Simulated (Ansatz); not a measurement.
Task: a series of slab calculations of Ba₂N, space group R-3m, with Ansatz 0.2.0, Python API. Give the script and its output. Settings (first run): LDA, PAW, the default cutoff (420 eV here), 5×5×1 k-points, Fermi-Dirac smearing of 0.05 eV.

The script reads `POSCAR_ba2n`:
```text
Ba2N
1.0
   2.01450000    1.16307212    7.47500000
  -2.01450000    1.16307212    7.47500000
   0.00000000   -2.32614423    7.47500000
Ba N
2 1
Direct
   0.26647000    0.26647000    0.26647000
   0.73353000    0.73353000    0.73353000
   0.00000000    0.00000000    0.00000000
```

The script, `layers_ba2n.py`:
```python
"""Surface of Ba2N against the number of layers."""

import ansatz as az
from ase.build import surface
from ase.io import read
import numpy as np
import pandas as pd


def main() -> None:
    atoms = read("POSCAR_ba2n", format="vasp")
    # Miller indices count the vectors of the cell as typed
    rows = []
    for value in [1, 2, 3, 4]:
        slab = surface(atoms, (1, 1, 1), value, vacuum=6.0)
        slab.pbc = True
        calc = (
            az.Crystal.from_ase(slab).calculation()
            .occupations("fermi_dirac", width=50 * az.meV)
            .functional(az.Functional.LDA)
            .kpoints(5, 5, 1)
            .electric_field(axis=3, dipole_correction=True)
        )
        report = calc.run(threads=1).report
        face = report["work_function"]
        rows.append((value, len(slab), report["free_energy_ev"], face["dipole_moment_e_ang"], face.get("phi_plus_ev"), face.get("phi_minus_ev")))

    print(pd.DataFrame(rows, columns=["layers", "atoms", "F (eV)", "dipole (e A)", "phi upper (eV)", "phi lower (eV)"]).round(4).to_string(index=False))
    # the slope is the bulk energy, the intercept twice the surface energy
    slope, intercept = np.polyfit([row[1] for row in rows[1:]], [row[2] for row in rows[1:]], 1)
    area = np.linalg.norm(np.cross(slab.cell[0], slab.cell[1]))
    print(f"bulk {slope:.4f} eV/atom, mean surface energy {intercept / (2 * area) * 16.02177:.3f} J/m^2")


if __name__ == "__main__":
    main()
```

```console
$ python layers_ba2n.py
DeckWarning: basis.ecutwfc = 420 eV, auto-derived from the records' recommended cutoffs: set by Ba (normal level)
RunWarning: efield: at this solve's end the planar-averaged density reaches 3.69e-4 e/Å³ inside the ramp window [0.8944, 0.1056] (bound 1e-5 e/Å³); the window's nearer edge stands 4.10 Å from this solve's nearest atom along the axis. Its work functions, free [...]
 layers  atoms      F (eV)  dipole (e A)  phi upper (eV)  phi lower (eV)
      1      3 -11929.3206        0.3722          2.7539          7.5509
      2      6 -23863.9600        0.3743          2.7317          7.5658
      3      9 -35798.5785        0.3748          2.7046          7.5662
      4     12 -47733.1986        0.3774          2.6303          7.5713
bulk -3978.2064 eV/atom, mean surface energy 3.008 J/m^2
```
(Warnings from the package without file and line, shortened, repeats left out.)

What to keep in mind:
- Absolute energies stand on the zero of these potentials, so only differences at equal settings mean something.
- The density doesn't vanish in the vacuum (a short gap or a low cutoff), which blurs the vacuum level.
- The starting cell is as deposited in a crystallographic database; the results hold for this polymorph, which needn't be the stable one.
- The slabs are thin, unrelaxed cuts of the structure as given, on a modest mesh, so the surface energy isn't converged; Miller indices refer to the cell as typed, and unlike faces give only a mean.
- Finished in 52 s on 1 thread of Intel(R) Xeon(R) Platinum 8488C (Sapphire Rapids), on a shared host, peak memory 0.78 GiB.
